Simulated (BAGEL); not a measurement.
**C2H5AlO (SMILES [CH3][Al]1[CH2][O]1) at HF/STO-3G (density fitting with qzvpp-jkfit)**

Aim: the vertical ionisation energy of C2H5AlO at HF/STO-3G (density fitting with qzvpp-jkfit), from 2 runs. 

Program for the calculation: BAGEL 1.2.2.

1 further run of the same task is left out (set aside as unsound or not needed).

## (1) The structure to begin with

C2H5AlO: 9 atoms, total charge 0, spin state singlet. SMILES: `[CH3][Al]1[CH2][O]1`. The shape is that of a PBE0-D4/def2-TZVP optimisation.

Bond lengths: C1–Al2 1.934 Å, Al2–C3 1.883 Å, Al2–O4 1.707 Å, C3–O4 1.488 Å, C1–H5 1.093 Å, C1–H6 1.091 Å, C1–H7 1.094 Å, C3–H8 1.091 Å, C3–H9 1.091 Å. Some angles: C1–Al2–C3 171.7°, C1–Al2–O4 139.6°, C3–Al2–O4 48.7°, Al2–C3–O4 59.5°, Al2–O4–C3 71.8°, Al2–C1–H5 110.3°, Al2–C1–H6 112.2°, Al2–C1–H7 110.1°, Al2–C3–H8 123.8°, Al2–C3–H9 123.8°.

## (2) A single-point energy at HF/STO-3G (density fitting with qzvpp-jkfit)

File hf.json:

```json
{ "bagel": [

{
  "title": "molecule",
  "basis": "sto-3g",
  "df_basis": "qzvpp-jkfit",
  "angstrom": true,
  "geometry": [
    { "atom": "C", "xyz": [      -0.670900,       1.320200,      -1.081500 ] },
    { "atom": "Al", "xyz": [       0.051300,      -0.076700,       0.044200 ] },
    { "atom": "C", "xyz": [       0.678700,      -1.280200,       1.349300 ] },
    { "atom": "O", "xyz": [       0.789300,      -1.609500,      -0.097900 ] },
    { "atom": "H", "xyz": [       0.039700,       1.575000,      -1.872100 ] },
    { "atom": "H", "xyz": [      -0.900200,       2.226000,      -0.517500 ] },
    { "atom": "H", "xyz": [      -1.591200,       0.976800,      -1.562100 ] },
    { "atom": "H", "xyz": [       0.038500,      -1.980500,       1.887700 ] },
    { "atom": "H", "xyz": [       1.653200,      -1.197400,       1.832800 ] }
  ]
},

{ "title": "hf" },

{ "title": "print", "file": "orbitals.molden", "orbitals": true }

]}
```

Run with:

```bash
$ BAGEL_NUM_THREADS=1 BAGEL hf.json > hf.out
```

Log:

```text
* using 1 threads per process

  ===============================================================
  ===============================================================

  *** Geometry ***

  { "atom" : "C", "xyz" : [     -1.267817,      2.494816,     -2.043739 ] },
  { "atom" : "Al", "xyz" : [      0.096943,     -0.144942,      0.083526 ] },
  { "atom" : "C", "xyz" : [      1.282557,     -2.419227,      2.549807 ] },
  { "atom" : "O", "xyz" : [      1.491561,     -3.041514,     -0.185004 ] },
  { "atom" : "H", "xyz" : [      0.075022,      2.976319,     -3.537756 ] },
  { "atom" : "H", "xyz" : [     -1.701131,      4.206530,     -0.977933 ] },
  { "atom" : "H", "xyz" : [     -3.006932,      1.845884,     -2.951941 ] },
  { "atom" : "H", "xyz" : [      0.072754,     -3.742603,      3.567236 ] },
  { "atom" : "H", "xyz" : [      3.124095,     -2.262758,      3.463490 ] },

  Number of auxiliary basis functions:      445

  Since a DF basis is specified, we compute 2- and 3-index integrals:
    o Being stored without compression. Storage requirement is 0.003 GB

  Number of basis functions:       29
  Number of electrons      :       38

    * METHOD: MOLECULE                             0.15

  *** RHF ***

  === Nuclear Repulsion ===
   145.5006298024

      * DIIS with orbital gradients will be used.

  === RHF iteration (sto-3g) ===
      0       -390.41482903          0.02048413           0.01
      1       -390.51456781          0.01237844           0.01
      2       -390.54659866          0.00153911           0.01
      3       -390.54790071          0.00033176           0.01
      4       -390.54797395          0.00015063           0.01
      5       -390.54799100          0.00003054           0.01
      6       -390.54799151          0.00000822           0.01
      7       -390.54799155          0.00000209           0.01
      8       -390.54799155          0.00000084           0.01
      9       -390.54799155          0.00000040           0.02
     10       -390.54799155          0.00000008           0.02
     11       -390.54799155          0.00000004           0.01
     12       -390.54799155          0.00000002           0.01
     13       -390.54799155          0.00000001           0.02
    * SCF iteration converged.

    * Permanent dipole moment:
           (    0.613039,    -1.256861,     0.132136) a.u.

    * METHOD: HF                                   0.28

    * METHOD: PRINT                                0.00

  ===============================================================
```

Wall time 0.61 s (1 thread of Arm Neoverse V1, shared host).

## (3) The doublet cation

File input.json:

```json
{ "bagel" : [

{
  "title" : "molecule",
  "basis" : "sto-3g",
  "df_basis" : "qzvpp-jkfit",
  "angstrom" : "true",
  "geometry" : [
    { "atom" : "C", "xyz" : [      -0.670900,       1.320200,      -1.081500 ] },
    { "atom" : "Al", "xyz" : [       0.051300,      -0.076700,       0.044200 ] },
    { "atom" : "C", "xyz" : [       0.678700,      -1.280200,       1.349300 ] },
    { "atom" : "O", "xyz" : [       0.789300,      -1.609500,      -0.097900 ] },
    { "atom" : "H", "xyz" : [       0.039700,       1.575000,      -1.872100 ] },
    { "atom" : "H", "xyz" : [      -0.900200,       2.226000,      -0.517500 ] },
    { "atom" : "H", "xyz" : [      -1.591200,       0.976800,      -1.562100 ] },
    { "atom" : "H", "xyz" : [       0.038500,      -1.980500,       1.887700 ] },
    { "atom" : "H", "xyz" : [       1.653200,      -1.197400,       1.832800 ] }
  ]
},

{
  "title" : "uhf",
  "charge" : 1,
  "nopen" : 1
},

{
  "title" : "print",
  "file" : "orbitals.molden",
  "orbitals" : "true"
}

]}
```

Run with:

```bash
$ BAGEL_NUM_THREADS=1 BAGEL input.json > input.out
```

Log:

```text
* using 1 threads per process

  ===============================================================
  ===============================================================

  *** Geometry ***

  { "atom" : "C", "xyz" : [     -1.267817,      2.494816,     -2.043739 ] },
  { "atom" : "Al", "xyz" : [      0.096943,     -0.144942,      0.083526 ] },
  { "atom" : "C", "xyz" : [      1.282557,     -2.419227,      2.549807 ] },
  { "atom" : "O", "xyz" : [      1.491561,     -3.041514,     -0.185004 ] },
  { "atom" : "H", "xyz" : [      0.075022,      2.976319,     -3.537756 ] },
  { "atom" : "H", "xyz" : [     -1.701131,      4.206530,     -0.977933 ] },
  { "atom" : "H", "xyz" : [     -3.006932,      1.845884,     -2.951941 ] },
  { "atom" : "H", "xyz" : [      0.072754,     -3.742603,      3.567236 ] },
  { "atom" : "H", "xyz" : [      3.124095,     -2.262758,      3.463490 ] },

  Number of auxiliary basis functions:      445

  Since a DF basis is specified, we compute 2- and 3-index integrals:
    o Being stored without compression. Storage requirement is 0.003 GB

  Number of basis functions:       29
  Number of electrons      :       38

    * METHOD: MOLECULE                             0.14

  *** Open-shell HF ***

  === Nuclear Repulsion ===
   145.5006298024

      * DIIS with orbital gradients will be used.

  === UHF iteration (sto-3g) ===
      0       -390.23107126          0.04613984           0.03
      1       -390.33776392          0.03208530           0.03
      2       -390.37933539          0.01704861           0.03
      3       -390.39807072          0.00338509           0.03
      4       -390.40223294          0.00239963           0.03
      5       -390.40508494          0.00117569           0.03
      6       -390.40576505          0.00046302           0.03
      7       -390.40588055          0.00033007           0.03
      8       -390.40596372          0.00020134           0.03
      9       -390.40598649          0.00014725           0.03
     10       -390.40600731          0.00005784           0.03
     11       -390.40600917          0.00002233           0.03
     12       -390.40600970          0.00001198           0.03
     13       -390.40601004          0.00000616           0.03
     14       -390.40601014          0.00000334           0.03
     15       -390.40601016          0.00000155           0.03
     16       -390.40601016          0.00000091           0.03
     17       -390.40601016          0.00000048           0.03
     18       -390.40601016          0.00000019           0.03
     19       -390.40601016          0.00000010           0.03
     20       -390.40601016          0.00000006           0.03
     21       -390.40601016          0.00000003           0.03
     22       -390.40601016          0.00000002           0.03
     23       -390.40601016          0.00000002           0.03
     24       -390.40601016          0.00000001           0.03
     25       -390.40601016          0.00000001           0.03
     26       -390.40601016          0.00000001           0.03
    * SCF iteration converged.

    * S^2 (UHF) is 0.7808

    * Permanent dipole moment:
           (    0.122783,    -0.295320,    -0.523616) a.u.

    * METHOD: UHF                                  0.79

    * METHOD: PRINT                                0.00

  ===============================================================
```

Wall time 1.1 s (1 thread of Arm Neoverse V1, shared host).

## (4) Results

Level: HF/STO-3G (density fitting with qzvpp-jkfit).

| quantity | value |
| --- | --- |
| singlet C2H5AlO: total energy | -390.54799 Eh |
| singlet C2H5AlO: dipole moment | 3.57 D |
| singlet C2H5AlO: HOMO energy | -5.48 eV |
| singlet C2H5AlO: LUMO energy | 9.00 eV |
| singlet C2H5AlO: HOMO–LUMO gap | 14.48 eV |
| doublet cation: total energy | -390.40601 Eh |
| doublet cation: ⟨S²⟩ | 0.781 |
| vertical ionisation energy (to the doublet cation) | 3.864 eV |

Removing an electron at fixed nuclei costs 3.86 eV (89 kcal/mol). −ε(HOMO) before ionisation, 5.48 eV, is 1.62 eV above this ionisation energy. In a minimal basis such a difference can be off by several eV, whatever the method.
